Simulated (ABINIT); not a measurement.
This ABINIT 10.8.3 (patched build) run on WAu needs a look.

The input run.abi:

```
# Pseudopotentials
pp_dirpath "./"
pseudos "W.upf, Au.upf"

# Structure
acell 3*1.0 Angstrom
rprim
     0.0000000000     2.9092100000     2.9092100000
     2.9092100000     0.0000000000     2.9092100000
     2.9092100000     2.9092100000     0.0000000000
ntypat 2
znucl 74 79
natom 2
typat 1 2
xred
     0.0000000000     0.0000000000     0.0000000000
     0.7500000000     0.7500000000     0.7500000000

# Plane-wave basis
ecut 38.0

# k points
kptopt 1
ngkpt 8 8 8
nshiftk 1
shiftk 0.0 0.0 0.0

# Exchange and correlation
ixc -109134
vdw_xc 7

# Bands and occupations
nband 21
occopt 3
tsmear 0.00183747

# SCF cycle
nstep 80
tolvrs 1.0e-10

# Output
iomode 3
prtwf 0
prtden 0
prteig 0
prtebands 0
enunit 2
```

Potentials or basis: PseudoDojo NC SR PBE v0.4.1 standard.

Run with:

```console
$ abinit run.abi > log 2>&1
```

run.abo:

```text
.Version 10.8.3 of ABINIT
 Symmetries : space group F-4 3 m (#216); Bravais cF (face-center cubic)
================================================================================
 Values of the parameters that define the memory need of the present run
     intxc =       0    ionmov =       0      iscf =       7    lmnmax =       8
     lnmax =       8     mgfft =      45  mpssoang =       4    mqgrid =    3001
     natom =       2  nloc_mem =       1    nspden =       1   nspinor =       1
    nsppol =       1      nsym =      24    n1xccc =    2501    ntypat =       2
    occopt =       3   xclevel =       2
       mpw =        3736          nfft =       91125          nkpt =          29
[... 43 lines left out ...]

 chkinp: Checking input parameters for consistency.

--- !ERROR
message: |
    Van der Waals DFT-D correction (vdw_xc=7) only available for the following XC functionals:
        GGA-PBE, GGA-BLYP, GGA-BP86, mGGA-TPSS, GGA-RevPBE, PBE0
    Action: change your pseudopotential file.
...

Checking consistency of input data against itself revealed some problem(s).
So, stopping. The details of the problem(s) are given in the error file or the standard output file (= "log" file).
In parallel, the details might not even be printed there. Then, try running in sequential to see the details.

--- !ERROR
message: |
    Checking consistency of input data against itself gave 1 inconsistency.
    The details of the problem can be FOUND ABOVE (or in output or log file).
    In parallel, the details might not even be printed there. Then, try running in sequential to see the details.
...
```

Task: What happened, and what is wrong with the input?

Result: The program refused the input. The input holds a flaw that was put in on purpose: dispersion correction that has no parameters for this functional (ixc = -109134; vdw_xc = 7).
